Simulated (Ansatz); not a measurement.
TiRh, space group Pm-3m, a band structure

With Ansatz 0.2.0 through its Python package.

The script reads `tirh.extxyz`:
```text
2
Lattice="3.115202 0.0 0.0 0.0 3.115202 0.0 0.0 0.0 3.115202" Properties=species:S:1:pos:R:3 pbc="T T T"
Ti    1.55760100    1.55760100    1.55760100
Rh    0.00000000    0.00000000    0.00000000
```

The cells in order, each with its output:

```python
import ansatz as az
import matplotlib.pyplot as plt
import numpy as np
```

```python
ECUT = 500
SCF_TOL = 1e-05
EXTRA_BANDS = 4
FILLING = "cold"
WIDTH_EV = 0.2
FUNCTIONAL = "r2scan"
DISPERSION = "d3bjatm"
```

```python
structure = az.Crystal.from_extxyz("tirh.extxyz")

structure.resolved().tree()["lattice"]
```

    ((3.115202, 0.0, 0.0), (0.0, 3.115202, 0.0), (0.0, 0.0, 3.115202))

```python
# vertices of the path, as fractions of the reciprocal vectors
path = [
    ("G", (0.0, 0.0, 0.0)),
    ("X", (0.0, 0.5, 0.0)),
    ("M", (0.5, 0.5, 0.0)),
    ("G", (0.0, 0.0, 0.0)),
    ("R", (0.5, 0.5, 0.5)),
    ("X", (0.0, 0.5, 0.0)),
]
job = (
    structure.calculation()
    .basis(ECUT)
    .scf(tolerance=SCF_TOL, extra_bands=EXTRA_BANDS, lower_state_search="light")
    .occupations(FILLING, width=WIDTH_EV)
    .functional(FUNCTIONAL, dispersion=DISPERSION)
    .kpoints(7)
    .band_structure([point for _, point in path], intervals=4)
    .scf(extra_bands=10)
)
result = job.run(threads=1)
report = result.report
```

    

```python
result.unlabelled_reasons
```

    ['no_forces']

```python
energy = report["free_energy_ev"]
print("TiRh: {:.6f} eV = {:.6f} Ry = {:.6f} Ha".format(energy, energy / 13.605693, energy / 27.211386))
print("Fermi level {:.4f} eV, {} k-points, {} symmetry operations".format(report["fermi_energy_ev"], report["n_kpoints"], report["n_symmetry_ops"]))
```

    TiRh: -8921.618719 eV = -655.726887 Ry = -327.863444 Ha
    Fermi level 18.4110 eV, 20 k-points, 48 symmetry operations

```python
bands = result.band_structure()
fermi = bands.fermi_energy_ev
print(f"zero of the bands: {fermi:.3f} eV, the Fermi level found on the SCF mesh")
reciprocal = 2 * np.pi * np.linalg.inv(result.lattice.cell_ang).T
steps = np.linalg.norm(np.diff(bands.kpoints_frac @ reciprocal, axis=0), axis=1)
distance = np.concatenate([[0], np.cumsum(steps)])
fig, ax = plt.subplots(figsize=(5, 4))
for channel, colour in zip(bands.channels, ("C0", "C3")):
    ax.plot(distance, channel.eigenvalues_ev - fermi, colour, lw=1)
ax.set_xticks(distance[::4], [label for label, _ in path])
ax.set(ylim=(-6, 6), ylabel="E - E_F (eV)", xlim=(0, distance[-1]))
ax.grid(axis="x")
fig.savefig("bands.png", dpi=100)
first = bands.channels[0].eigenvalues_ev - fermi
near = np.argsort(np.abs(first.mean(axis=0)))[:4]
for band in sorted(near):
    print(f"band {band + 1}: {first[:, band].min():.3f} to {first[:, band].max():.3f} eV")
```

    zero of the bands: 18.411 eV, the Fermi level found on the SCF mesh
    band 15: -1.164 to 0.787 eV
    band 16: -0.907 to 1.010 eV
    band 17: 0.275 to 2.483 eV
    band 18: 0.416 to 2.483 eV

These settings explore the input space; cutoff and mesh may be short of convergence. Dispersion corrections can be off by several per cent in the lattices of metals, and by several GPa in the pressure at a fixed cell. The mesh is modest for a metal, so energies can be off by several to tens of meV an atom and pressures by half a GPa or more; differences at equal mesh fare better. The zero of the levels is a convention of the potentials, so an absolute Fermi energy is no work function. The free energy holds a sizeable smearing term, which stands for no physical temperature. The structure comes from a database of computed cells and needn't be a stable or known phase. Levels are Kohn-Sham eigenvalues on this mesh, without spin-orbit coupling. Wall time of the script: 4.5 s on 1 thread of Arm Neoverse V1, on a shared host, peak memory 0.43 GiB.

(Lines on the test bed's own set-up are left out of the output.)
